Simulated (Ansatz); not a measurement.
**BClF₂H₄Si (built from SMILES Cl.FB(F)[SiH3]): a barrier at many levels of theory**

How high is the barrier of this step (B1–Cl6 formed, Si2–H5 shortened, H5–H9 formed, Si2–H9 broken, H5–Cl6 broken), and how far do cheaper methods land from CCSD(T)?

The runs use Ansatz 0.2.0, Gaussian basis; single points in def2-TZVPP on PBE0-D4/def2-TZVP structures.

Levels: SPW92, PBE-D4, BLYP-D4, r2SCAN-D4, B97M-V, PBE0-D4, B3LYP-D4, r2SCAN0-D4, BHLYP-D4, CAM-B3LYP-D4, wB97X-V, wB97M-V, B2PLYP, PBE-QIDH, RPA on PBE, Hartree-Fock, MP2, CCSD, CCSD(T). The reference is CCSD(T) at the basis limit, from triple and quadruple zeta. Zero-point energies come from PBE0-D4 vibrations.

Cores are frozen in the correlated methods. B3LYP uses VWN-RPA correlation. B2PLYP carries no dispersion term here.

23 further runs of the same task are left out: 23 set aside as unsound or not needed.

**1. Start, saddle and end, as given**

Charge 0, multiplicity 1. The folders r, ts and p hold the start, the saddle and the end; their coordinates stand in the first inputs.

| pair | r (Å) | ts (Å) | p (Å) |
| --- | --- | --- | --- |
| B1–Cl6 | 3.231 | 1.991 | 1.889 |
| Si2–H5 | 4.025 | 1.878 | 1.840 |
| H5–H9 | 3.807 | 0.871 | 0.795 |
| Si2–H9 | 1.485 | 1.708 | 1.842 |
| H5–Cl6 | 1.281 | 1.848 | 2.382 |

**2. wB97M-V/def2-TZVPP**

File r/in.yaml:

```yaml
crystal:
  periodic: [false, false, false]
  atoms:
    - {symbol: B, position_ang: [-0.782384, -0.741085, 0.258537]}
    - {symbol: Si, position_ang: [-0.487723, 1.254162, 0.014828]}
    - {symbol: F, position_ang: [-0.783122, -1.584582, -0.764152]}
    - {symbol: F, position_ang: [-1.029587, -1.270986, 1.440682]}
    - {symbol: H, position_ang: [1.954977, -1.813431, -0.891571]}
    - {symbol: Cl, position_ang: [2.422491, -1.099015, 0.063123]}
    - {symbol: H, position_ang: [-1.809118, 1.940400, 0.033502]}
    - {symbol: H, position_ang: [0.338006, 1.784905, 1.129168]}
    - {symbol: H, position_ang: [0.176559, 1.529536, -1.284116]}
basis:
  gaussian: {orbitals: def2-TZVPP}
hamiltonian: {xc: {name: wB97M-V}}
```

File ts/in.yaml:

```yaml
crystal:
  periodic: [false, false, false]
  atoms:
    - {symbol: B, position_ang: [-0.452313, -1.126965, 0.388717]}
    - {symbol: Si, position_ang: [-0.346743, 0.946800, 0.093242]}
    - {symbol: F, position_ang: [-1.245289, -1.731505, -0.525322]}
    - {symbol: F, position_ang: [-0.656113, -1.479737, 1.675630]}
    - {symbol: H, position_ang: [1.154993, 0.216295, -0.766339]}
    - {symbol: Cl, position_ang: [1.447536, -1.479453, -0.092080]}
    - {symbol: H, position_ang: [-1.180001, 1.791355, -0.809070]}
    - {symbol: H, position_ang: [0.336765, 1.843831, 1.061294]}
    - {symbol: H, position_ang: [0.941263, 1.019281, -1.026072]}
basis:
  gaussian: {orbitals: def2-TZVPP}
hamiltonian: {xc: {name: wB97M-V}}
```

File p/in.yaml:

```yaml
crystal:
  periodic: [false, false, false]
  atoms:
    - {symbol: B, position_ang: [-0.406079, -1.231605, 0.420318]}
    - {symbol: Si, position_ang: [-0.323964, 0.899922, 0.181188]}
    - {symbol: F, position_ang: [-1.093987, -1.750672, -0.628056]}
    - {symbol: F, position_ang: [-0.883049, -1.543583, 1.647199]}
    - {symbol: H, position_ang: [1.011717, 0.419153, -0.988933]}
    - {symbol: Cl, position_ang: [1.449144, -1.554887, 0.269961]}
    - {symbol: H, position_ang: [-1.133174, 1.825432, -0.670776]}
    - {symbol: H, position_ang: [0.549884, 1.782105, 1.001553]}
    - {symbol: H, position_ang: [0.829607, 1.154036, -1.232453]}
basis:
  gaussian: {orbitals: def2-TZVPP}
hamiltonian: {xc: {name: wB97M-V}}
```

No record of the launch command was kept for these runs.

The runs that follow: CCSD(T)/def2-TZVPP; MP2/def2-QZVPP; Vibrations of the start structure; Vibrations of the end structure.

What does the calculation give? Wanted: barrier, CCSD(T)/CBS; reverse barrier, CCSD(T)/CBS; step energy, CCSD(T)/CBS; barrier with zero-point energy; step energy with zero-point energy; imaginary mode at the saddle; largest T1 diagnostic.

**Answer**, as computed:

```
                          quantity          value
              barrier, CCSD(T)/CBS   128.4 kJ/mol
      reverse barrier, CCSD(T)/CBS    10.3 kJ/mol
          step energy, CCSD(T)/CBS  +118.1 kJ/mol
    barrier with zero-point energy   127.9 kJ/mol
step energy with zero-point energy  +119.0 kJ/mol
      imaginary mode at the saddle      396i cm⁻¹
             largest T1 diagnostic          0.013
```

In words: The functionals run from B2PLYP, off by +0.7 kJ/mol, to SPW92, off by -72.2 kJ/mol, against CCSD(T)/CBS. Mean unsigned error by rung: LDA 72.2, GGA 28.2, meta-GGA 16.5, hybrid 14.2, range-separated hybrid 3.0, double hybrid 5.3 kJ/mol. PBE-D4 gives a barrier 39.1 kJ/mol too low, outside chemical accuracy (1 kcal/mol, 4.2 kJ/mol). Every functional without exact exchange puts the barrier too low, the usual mark of self-interaction error, which favours the spread-out density of a saddle. The barrier rises with the share of exact exchange, from BLYP-D4 through B3LYP-D4 to BHLYP-D4 (-17.2, -6.4, +11.9 kJ/mol). Hartree-Fock, with no correlation, is off by +67.0 kJ/mol. Zero-point motion lowers the barrier by 0.5 kJ/mol.
